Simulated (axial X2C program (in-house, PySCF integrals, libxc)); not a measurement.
# A two-component session on AsSi⁺: properties at the nuclei

Wanted for AsSi⁺: properties at the nuclei, at the two-component level.

Computed with an in-house X2C program for linear molecules on PySCF integrals. Level: two-component X2C with atomic mean-field terms, As dyall-cv3z, Si dyall-v3z.

All values are calculated.

### 1 Input

Contents of task.json:

```json
{
 "zs": [
  33,
  14
 ],
 "q": 1,
 "bas": [
  "dyall-cv3z",
  "dyall-v3z"
 ],
 "r0": 2.37,
 "levels": [
  "PBE0",
  "HF",
  "TPSSh",
  "r2SCAN",
  "PBE"
 ],
 "nst": 3
}
```

Keys: zs atomic numbers; q charge; bas basis sets; r0 starting distance in Å; levels methods (HF also brings MP2); nst determinants followed.

Run with:

```sh
python soeom.py task.json out
```

Further steps of the session: Expectation values, lowest determinant; Expectation values, a higher determinant; Expectation values, a higher determinant.

Q: Predict the outcome of this session. Wanted: lowest determinant; Eeff magnitude; Ws magnitude As; A∥/gI As; qzz As; higher determinant; qzz Si (for each run or level that gives them).

As calculated:

| quantity | value |
| --- | --- |
| lowest determinant | Ω = 1 (excess of +ω over −ω: ω = -1/2, ω = 3/2) |
| Eeff magnitude (GV/cm), PBE0 | 0.0901 |
| Ws magnitude As (kHz), PBE0 | 0.0155 |
| A∥/gI As (MHz), PBE0 | -379 |
| qzz As (a.u.), PBE0 | -4.57 |
| higher determinant | Ω = 0 (closed shell) |
| qzz As (a.u.), PBE0, higher determinant | -4.79 |
| qzz Si (a.u.), PBE0, higher determinant | -1.94 |
| higher determinant | Ω = 2 (excess of +ω over −ω: ω = 1/2, ω = 3/2) |
| Eeff magnitude (GV/cm), PBE0, higher determinant | 1.06 |
| Ws magnitude As (kHz), PBE0, higher determinant | 0.279 |
| A∥/gI As (MHz), PBE0, higher determinant | 163 |
| qzz As (a.u.), PBE0, higher determinant | 1.27 |

**Reading.** In the first state, the effective field runs from 0.0731 to 0.224 GV/cm over the mean-field levels, so the levels don't agree on it. The expectation values come from single determinants, which for open shells can mix terms of unlike spin or miss the lowest Ω, so a determinant need not be a state. Eeff is the effective electric field on the electron dipole moment in this Ω state and Ws the scalar–pseudoscalar constant (defined with the proton number Z and per Ω); A∥ is the parallel hyperfine constant, which follows by multiplying with the nuclear g factor gI = μI/(I μN); qzz is the electric field gradient, eQq0 = 234.96 MHz × Q/barn × qzz. The operators were transformed with the bare-nucleus X2C matrices.
